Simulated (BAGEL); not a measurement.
# HF/STO-3G (density fitting with qzvpp-jkfit) run of CH3GeNS (SMILES [H][Ge]([H])([H])[N]=C=S)

Aim: the energy change on altering one bond length of CH3GeNS at HF/STO-3G (density fitting with qzvpp-jkfit), from 2 runs. 

The calculation is run with BAGEL 1.2.2.

7 further runs of the same task are left out: 7 that didn't finish.

## 1. The structure to begin with

The species is CH3GeNS (7 atoms), meant as a singlet with charge 0. SMILES: `[H][Ge]([H])([H])[N]=C=S`. The shape comes from GFN2-xTB, which is rough for such elements, and wasn't checked as a minimum.

Bond lengths: Ge1–N2 1.784 Å, N2–C3 1.193 Å, C3–S4 1.551 Å, Ge1–H5 1.492 Å, Ge1–H6 1.492 Å, Ge1–H7 1.492 Å. Angles: Ge1–N2–C3 178.5°, N2–C3–S4 179.7°, N2–Ge1–H5 106.0°, N2–Ge1–H6 105.7°, N2–Ge1–H7 106.0°, H5–Ge1–H6 112.8°, H5–Ge1–H7 112.9°, H6–Ge1–H7 112.8°.

## 2. A single-point energy at HF/STO-3G (density fitting with qzvpp-jkfit)

The input, input.json:

```json
{ "bagel" : [

{
  "title" : "molecule",
  "basis" : "sto-3g",
  "df_basis" : "qzvpp-jkfit",
  "angstrom" : "true",
  "geometry" : [
    { "atom" : "Ge", "xyz" : [      -0.001770,      -0.001820,      -1.152200 ] },
    { "atom" : "N", "xyz" : [      -0.012380,       0.016690,       0.631590 ] },
    { "atom" : "C", "xyz" : [       0.001870,       0.005300,       1.824730 ] },
    { "atom" : "S", "xyz" : [       0.012550,      -0.006210,       3.376120 ] },
    { "atom" : "H", "xyz" : [       1.435630,      -0.001150,      -1.553940 ] },
    { "atom" : "H", "xyz" : [      -0.720090,       1.236480,      -1.572500 ] },
    { "atom" : "H", "xyz" : [      -0.715810,      -1.249290,      -1.553800 ] }
  ]
},

{
  "title" : "hf",
  "charge" : 0
},

{
  "title" : "print",
  "file" : "orbitals.molden",
  "orbitals" : "true"
}

]}
```

Command:

```sh
$ BAGEL_NUM_THREADS=1 BAGEL input.json > input.out
```

Log:

```text
* using 1 threads per process

  ===============================================================
  ===============================================================

  *** Geometry ***

  { "atom" : "Ge", "xyz" : [     -0.003345,     -0.003439,     -2.177342 ] },
  { "atom" : "N", "xyz" : [     -0.023395,      0.031540,      1.193532 ] },
  { "atom" : "C", "xyz" : [      0.003534,      0.010016,      3.448240 ] },
  { "atom" : "S", "xyz" : [      0.023716,     -0.011735,      6.379942 ] },
  { "atom" : "H", "xyz" : [      2.712948,     -0.002173,     -2.936521 ] },
  { "atom" : "H", "xyz" : [     -1.360773,      2.336609,     -2.971594 ] },
  { "atom" : "H", "xyz" : [     -1.352685,     -2.360816,     -2.936256 ] },

  Number of auxiliary basis functions:      600

  Since a DF basis is specified, we compute 2- and 3-index integrals:
    o Being stored without compression. Storage requirement is 0.008 GB

  Number of basis functions:       40
  Number of electrons      :       64

    * METHOD: MOLECULE                             0.27

  *** RHF ***

  === Nuclear Repulsion ===
   279.8247724527

      * DIIS with orbital gradients will be used.

  === RHF iteration (sto-3g) ===
      0      -2537.75969821          0.01168509           0.06
      1      -2537.80885373          0.00685989           0.06
      2      -2537.82915407          0.00067375           0.06
      3      -2537.82963696          0.00011559           0.05
      4      -2537.82965077          0.00005217           0.05
      5      -2537.82965292          0.00002206           0.06
      6      -2537.82965334          0.00000256           0.05
      7      -2537.82965335          0.00000045           0.05
      8      -2537.82965335          0.00000016           0.05
      9      -2537.82965335          0.00000005           0.06
     10      -2537.82965335          0.00000001           0.06
     11      -2537.82965335          0.00000001           0.06
    * SCF iteration converged.

    * Permanent dipole moment:
           (   -0.004819,     0.009654,     1.531409) a.u.

    * METHOD: HF                                   0.81

    * METHOD: PRINT                                0.00

  ===============================================================
```

It took 1.2 s on 1 thread of Arm Neoverse V2, shared host; peak memory 0.09 GiB.

## 3. The distorted shape, same level

The input, hf.json:

```json
{ "bagel": [

{
  "title": "molecule",
  "basis": "sto-3g",
  "df_basis": "qzvpp-jkfit",
  "angstrom": true,
  "geometry": [
    { "atom": "Ge", "xyz": [      -0.720442,      -0.002155,      -0.951338 ] },
    { "atom": "N", "xyz": [      -0.731052,       0.016355,       0.832452 ] },
    { "atom": "C", "xyz": [      -0.716802,       0.004965,       2.025592 ] },
    { "atom": "S", "xyz": [      -0.706122,      -0.006545,       3.576982 ] },
    { "atom": "H", "xyz": [       1.435630,      -0.001150,      -1.553940 ] },
    { "atom": "H", "xyz": [      -1.438762,       1.236145,      -1.371638 ] },
    { "atom": "H", "xyz": [      -1.434482,      -1.249625,      -1.352938 ] }
  ]
},

{ "title": "hf" },

{ "title": "print", "file": "orbitals.molden", "orbitals": true }

]}
```

Command:

```sh
$ BAGEL_NUM_THREADS=1 BAGEL hf.json > hf.out
```

Log:

```text
* using 1 threads per process

  ===============================================================
  ===============================================================

  *** Geometry ***

  { "atom" : "Ge", "xyz" : [     -1.361438,     -0.004072,     -1.797768 ] },
  { "atom" : "N", "xyz" : [     -1.381488,      0.030906,      1.573106 ] },
  { "atom" : "C", "xyz" : [     -1.354559,      0.009382,      3.827814 ] },
  { "atom" : "S", "xyz" : [     -1.334377,     -0.012368,      6.759516 ] },
  { "atom" : "H", "xyz" : [      2.712948,     -0.002173,     -2.936521 ] },
  { "atom" : "H", "xyz" : [     -2.718866,      2.335976,     -2.592020 ] },
  { "atom" : "H", "xyz" : [     -2.710778,     -2.361449,     -2.556682 ] },

  Number of auxiliary basis functions:      600

  Since a DF basis is specified, we compute 2- and 3-index integrals:
    o Being stored without compression. Storage requirement is 0.008 GB

  Number of basis functions:       40
  Number of electrons      :       64

    * METHOD: MOLECULE                             0.27

  *** RHF ***

  === Nuclear Repulsion ===
   275.4589920913

      * DIIS with orbital gradients will be used.

  === RHF iteration (sto-3g) ===
      0      -2537.61209233          0.01244287           0.06
      1      -2537.67516790          0.00691903           0.05
      2      -2537.69732988          0.00087598           0.05
      3      -2537.69792569          0.00029890           0.05
      4      -2537.69799090          0.00015273           0.05
      5      -2537.69800414          0.00002711           0.05
      6      -2537.69800525          0.00000829           0.05
      7      -2537.69800535          0.00000134           0.05
      8      -2537.69800535          0.00000055           0.05
      9      -2537.69800535          0.00000032           0.06
     10      -2537.69800535          0.00000014           0.06
     11      -2537.69800535          0.00000004           0.05
     12      -2537.69800535          0.00000001           0.06
     13      -2537.69800535          0.00000001           0.05
    * SCF iteration converged.

    * Permanent dipole moment:
           (    0.122765,     0.009467,     1.375377) a.u.

    * METHOD: HF                                   0.91

    * METHOD: PRINT                                0.00

  ===============================================================
```

It took 1.3 s on 1 thread of Arm Neoverse V2, shared host.

## 4. What came out

At HF/STO-3G (density fitting with qzvpp-jkfit):

| quantity | value |
| --- | --- |
| first shape: total energy | -2537.82965 Eh |
| first shape: dipole moment | 3.89 D |
| first shape: HOMO energy | -5.76 eV |
| first shape: LUMO energy | 9.06 eV |
| first shape: HOMO–LUMO gap | 14.82 eV |
| distorted shape: total energy | -2537.69801 Eh |
| distorted shape: dipole moment | 3.51 D |
| distorted shape: HOMO energy | -5.78 eV |
| distorted shape: LUMO energy | 5.32 eV |
| distorted shape: HOMO–LUMO gap | 11.10 eV |
| energy change with the Ge1–H5 bond stretched from 1.492 to 2.239 Å | 3.582 eV |

What this shows: With the Ge1–H5 bond stretched from 1.492 to 2.239 Å the energy rises by 3.58 eV (346 kJ/mol). The first shape isn't relaxed at this level, so the change isn't measured from a minimum. The minimal basis adds a large error of its own.
